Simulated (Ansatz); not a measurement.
Working through an all-electron equation of state of K, space group Pm-3m

With the Ansatz DFT code, driven from Python.

At the Python prompt:
```pycon
>>> import ansatz as az
>>> from ase.eos import EquationOfState
>>> from ase.units import GPa
>>> import numpy as np
>>> VECTORS = np.array([
...     [4.310439, 0.0, 0.0],
...     [0.0, 4.310439, 0.0],
...     [0.0, 0.0, 4.310439],
... ])
>>> SITES = [
...     ("K", [0.0, 0.0, 0.0]),
... ]
>>> def build(cell):
...     crystal = az.Crystal(lattice=az.Lattice.of(cell))
...     for symbol, position in SITES:
...         crystal = crystal.atom(symbol, position)
...     return crystal
...
>>> volumes, energies = [], []
>>> for scale in np.linspace(0.94, 1.06, 7):
...     cell = VECTORS * scale ** (1 / 3)
...     job = (
...         build(cell).calculation()
...         .scf(tolerance=1e-09)
...         .functional("PBEsol")
...         .occupations("cold")  # fractional filling near the Fermi level
...         .kpoints(7, 7, 7)
...         .pseudopotentials("all_electron", lapw=True, basis_error=0.0005)
...     )
...     rep = job.run(threads=1, backend="cpu").report
...     volumes.append(abs(np.linalg.det(cell)) / len(SITES))
...     energies.append(rep["free_energy_ev"] / len(SITES))
...     print(f"{scale:.3f} {volumes[-1]:9.4f} A^3/atom {energies[-1]:16.5f} eV/atom  (estimated basis error {1000 * rep['lapw_basis_errors']['total_ev_per_atom']:.2f} meV/atom)")
...
0.940   75.2822 A^3/atom     -16362.76688 eV/atom  (estimated basis error 0.16 meV/atom)
0.960   76.8840 A^3/atom     -16362.76690 eV/atom  (estimated basis error 0.16 meV/atom)
0.980   78.4857 A^3/atom     -16362.76631 eV/atom  (estimated basis error 0.16 meV/atom)
1.000   80.0875 A^3/atom     -16362.76519 eV/atom  (estimated basis error 0.16 meV/atom)
1.020   81.6892 A^3/atom     -16362.76358 eV/atom  (estimated basis error 0.16 meV/atom)
1.040   83.2910 A^3/atom     -16362.76153 eV/atom  (estimated basis error 0.16 meV/atom)
1.060   84.8927 A^3/atom     -16362.75907 eV/atom  (estimated basis error 0.16 meV/atom)
>>> v0, e0, bulk = EquationOfState(volumes, energies, eos="birchmurnaghan").fit()
>>> print(f"V0 = {v0:.4f} A^3/atom, B0 = {bulk / GPa:.1f} GPa")
V0 = 76.1123 A^3/atom, B0 = 3.0 GPa
```

A third-order Birch-Murnaghan fit through the 7 points has its minimum at 76.11 Å³ an atom, 5.0 % below the typed cell, with a bulk modulus of 3 GPa and dB/dP = 3.8. From that minimum the energy rises by 0.1 meV an atom on the compressed side and 7.9 meV on the expanded side. The window is off centre, so dB/dP is rough.

Notes:
- These settings explore the input space; cutoff and mesh may be short of convergence.
- The mesh is modest for a metal, so energies can be off by several to tens of meV an atom and pressures by half a GPa or more; differences at equal mesh fare better.
- This isn't the structure that K takes at ambient conditions.
- The whole script took 9.8 s on 1 thread of Arm Neoverse N1, on a shared host, peak memory 0.28 GiB.
